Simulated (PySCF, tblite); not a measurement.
# C₅H₆O₂: magnetic properties

Wanted: magnetic properties for C₅H₆O₂ (`C#CCC(=O)OC`).

Computed with tblite 0.8.0 and PySCF 2.14.0 and routines of our own; the level stands in each step. Atoms count from 0.

## 1. The system as given

13 atoms, charge 0, multiplicity 1; geometry from: force field or distance geometry start.

## 2. Geometry optimisation with GFN2-xTB, one coordinate held

Job settings and geometry (Å):

```
{"job": {"kind": "relax", "xc": "GFN2-xTB", "basis": "xTB"}, "charge": 0, "multiplicity": 1}
C      3.279600    -0.051600     1.130000
C      2.237400    -0.346600     0.580000
C      0.995700    -0.732900    -0.075100
C     -0.190600     0.145200     0.311100
O     -0.550900     1.170400    -0.217700
O     -0.812700    -0.420000     1.403500
C     -1.938000     0.321700     1.868000
H      4.185000     0.232200     1.620700
H      1.120500    -0.652200    -1.162300
H      0.738300    -1.769000     0.175100
H     -1.640400     1.319600     2.188900
H     -2.358400    -0.211500     2.736600
H     -2.713100     0.373300     1.105000
```

On the command line:

```console
> OMP_NUM_THREADS=1 python excited_run.py task.json out
```

The driver reads the jobs from task.json and runs them one after another.

Standard output:

```text
step      E/eV     max force
  0    -593.86130    1.637
  1    -593.86600    3.997
  2    -593.92550    1.079
  3    -593.93757    0.667
  4    -593.94479    0.300
  5    -593.95205    0.345
  6    -593.95679    0.157
  7    -593.95858    0.140
  8    -593.96028    0.101
  9    -593.96125    0.078
 10    -593.96189    0.055
 11    -593.96223    0.061
 12    -593.96253    0.069
 13    -593.96292    0.068
 14    -593.96338    0.061
 15    -593.96381    0.054
 16    -593.96418    0.053
 17    -593.96459    0.056
 18    -593.96517    0.074
 19    -593.96593    0.084
 20    -593.96667    0.068
 21    -593.96721    0.077
 22    -593.96758    0.077
 23    -593.96797    0.072
 24    -593.96841    0.074
 25    -593.96878    0.066
 26    -593.96906    0.065
 27    -593.96930    0.053
 28    -593.96960    0.049
 29    -593.96996    0.053
 30    -593.97030    0.057
 31    -593.97056    0.055
 32    -593.97082    0.054
 33    -593.97117    0.059
 34    -593.97161    0.064
 35    -593.97197    0.053
 36    -593.97216    0.029
 37    -593.97227    0.032
 38    -593.97239    0.037
 39    -593.97254    0.032
 40    -593.97267    0.025
 41    -593.97275    0.029
 42    -593.97279    0.024
 43    -593.97284    0.018
 44    -593.97287    0.016
 45    -593.97290    0.012
 46    -593.97291    0.009
```

It took 0.52 s on 1 thread of Arm Neoverse N1, shared host.

One coordinate is held by a constraint (a dihedral, as typed in the start), so the force along it need not vanish.

Step by step: (not every step is listed)

```tsv
step	energy from step 0 (eV)	largest force (eV/Å)
0	0.0000	1.6366
1	-0.0047	3.9967
2	-0.0642	1.0785
3	-0.0763	0.6673
4	-0.0835	0.3000
5	-0.0907	0.3454
6	-0.0955	0.1567
7	-0.0973	0.1395
8	-0.0990	0.1011
11	-0.1009	0.0614
14	-0.1021	0.0612
17	-0.1033	0.0564
20	-0.1054	0.0678
23	-0.1067	0.0721
26	-0.1078	0.0651
29	-0.1087	0.0528
32	-0.1095	0.0543
35	-0.1107	0.0529
38	-0.1111	0.0366
41	-0.1114	0.0285
42	-0.1115	0.0240
43	-0.1115	0.0179
44	-0.1116	0.0157
45	-0.1116	0.0124
46	-0.1116	0.0094
```

Close pairs (by a distance rule), those that changed most:

```tsv
bond	before (Å)	after (Å)	change (Å)
C3–O5	1.378	1.336	-0.042
C0–H7	1.068	1.049	-0.019
C0–C1	1.215	1.196	-0.019
C6–H11	1.102	1.087	-0.016
C3–O4	1.209	1.200	-0.008
C1–C2	1.456	1.450	-0.006
C2–C3	1.526	1.520	-0.006
C2–H8	1.097	1.092	-0.006
```

The final coordinates are the input of the step that follows.

## 3. Magnetic properties: GIAO B97-2/pcSseg-1

Job settings and geometry (Å):

```
{"job": {"kind": "mag", "xc": "B97-2", "basis": "pcSseg-1", "isotopologues": 0}, "charge": 0, "multiplicity": 1}
C      3.121083     0.009078     1.189744
C      2.161836    -0.364125     0.580181
C      0.975810    -0.788141    -0.138319
C     -0.179236     0.097948     0.297820
O     -0.484185     1.139271    -0.214866
O     -0.806786    -0.430873     1.352007
C     -1.874859     0.333296     1.894407
H      3.976785     0.320672     1.709843
H      1.135275    -0.666788    -1.211443
H      0.751514    -1.828847     0.101229
H     -1.519809     1.321796     2.191218
H     -2.237081    -0.219010     2.757180
H     -2.668435     0.453826     1.154282
```

With the program's defaults for keys left out, this is: GIAO B97-2/pcSseg-1 magnetisability, rotational g tensor and spin-rotation constants, non-relativistic, gas phase.

Standard output:

```text
coarse grid: 11328 points
cycle   1  E = -344.1368460406  dE =  1.133e+00  |g| = 9.327e-01  |ddm| = 3.380e+00
cycle   2  E = -343.7531463961  dE =  3.837e-01  |g| = 1.704e+00  |ddm| = 1.682e+00
cycle   3  E = -344.2840743889  dE = -5.309e-01  |g| = 3.071e-01  |ddm| = 1.218e+00
cycle   4  E = -344.3014646564  dE = -1.739e-02  |g| = 1.049e-01  |ddm| = 2.632e-01
cycle   5  E = -344.3033051663  dE = -1.841e-03  |g| = 2.819e-02  |ddm| = 6.721e-02
cycle   6  E = -344.3034539158  dE = -1.487e-04  |g| = 1.249e-02  |ddm| = 2.664e-02
cycle   7  E = -344.3034895617  dE = -3.565e-05  |g| = 3.929e-03  |ddm| = 9.895e-03
cycle   8  E = -344.3034929778  dE = -3.416e-06  |g| = 4.812e-04  |ddm| = 2.870e-03
final grid: 110688 points
cycle   9  E = -344.3645050572  dE = -5.218e-05  |g| = 6.219e-03  |ddm| = 3.488e-02
cycle  10  E = -344.3644982059  dE =  6.851e-06  |g| = 8.872e-03  |ddm| = 8.384e-03
cycle  11  E = -344.3645113686  dE = -1.316e-05  |g| = 9.446e-04  |ddm| = 5.021e-03
cycle  12  E = -344.3645115085  dE = -1.399e-07  |g| = 4.555e-04  |ddm| = 8.035e-04
cycle  13  E = -344.3645115448  dE = -3.632e-08  |g| = 1.793e-04  |ddm| = 3.698e-04
cycle  14  E = -344.3645115515  dE = -6.735e-09  |g| = 2.762e-05  |ddm| = 1.282e-04
cycle  15  E = -344.3645115517  dE = -1.123e-10  |g| = 1.653e-05  |ddm| = 2.705e-05
converged SCF energy = -344.3645115517

Magnetisability tensor (1e-30 J/T^2)
    -1047.92      -17.99      -58.48
      -17.99     -908.25     -100.28
      -58.48     -100.28     -939.11
isotropic -965.09   principal values   -1095.08   -980.77   -819.43
isotropic susceptibility -58.119 1e-6 cm^3/mol

Inertial axes            a          b          c
rot. const./GHz      5.3856     1.6505     1.5101
chi total           -61.833    -53.353    -59.171
chi diamagnetic    -304.321   -805.313   -868.027
chi paramagnetic    242.488    751.959    808.856
quadrupole/D A        6.716     -5.737     -0.979
g nuclear            0.5857     0.5737     0.5674
g electronic        -0.6135    -0.5831    -0.5738
g total             -0.0278    -0.0094    -0.0065

Spin-rotation constants (kHz, H = +C I.J)
atom  isotope        aa         bb         cc
  7     1H       -0.275     -0.150     -0.111
  8     1H       -0.500      0.041     -0.164
  9     1H       -0.564     -0.137      0.020
 10     1H       -0.526     -0.174      0.074
 11     1H       -0.471      0.037     -0.143
 12     1H       -0.201     -0.029     -0.153
  0    13C*       1.039      0.428      0.346
  1    13C*       1.024      0.464      0.355
  2    13C*       0.802      0.264      0.247
  3    13C*       2.434      0.618      0.445
  4    17O*      -2.242     -0.839     -0.441
  5    17O*      -1.397     -0.250     -0.325
  6    13C*       0.866      0.372      0.301
* in the singly substituted isotopologue
```

Run time: 29 s. Hardware: 1 thread of Arm Neoverse N1, shared host; peak memory 0.73 GiB.

Key values:

```tsv
quantity	value
magnetisability	-965·10⁻³⁰ J/T²
molar susceptibility	-58.1·10⁻⁶ cm³/mol
rotational g (a, b, c)	-0.0278, -0.0094, -0.0065
```

## 4. What came out

```
                                            quantity                      value
       magnetisability (step 3, GIAO B97-2/pcSseg-1)            -965·10⁻³⁰ J/T²
  molar susceptibility (step 3, GIAO B97-2/pcSseg-1)         -58.1·10⁻⁶ cm³/mol
rotational g (a, b, c) (step 3, GIAO B97-2/pcSseg-1)  -0.0278, -0.0094, -0.0065
```

**Reading.** The values above hold for this geometry and these levels alone. Vibrational averaging and real surroundings are missing from these values.
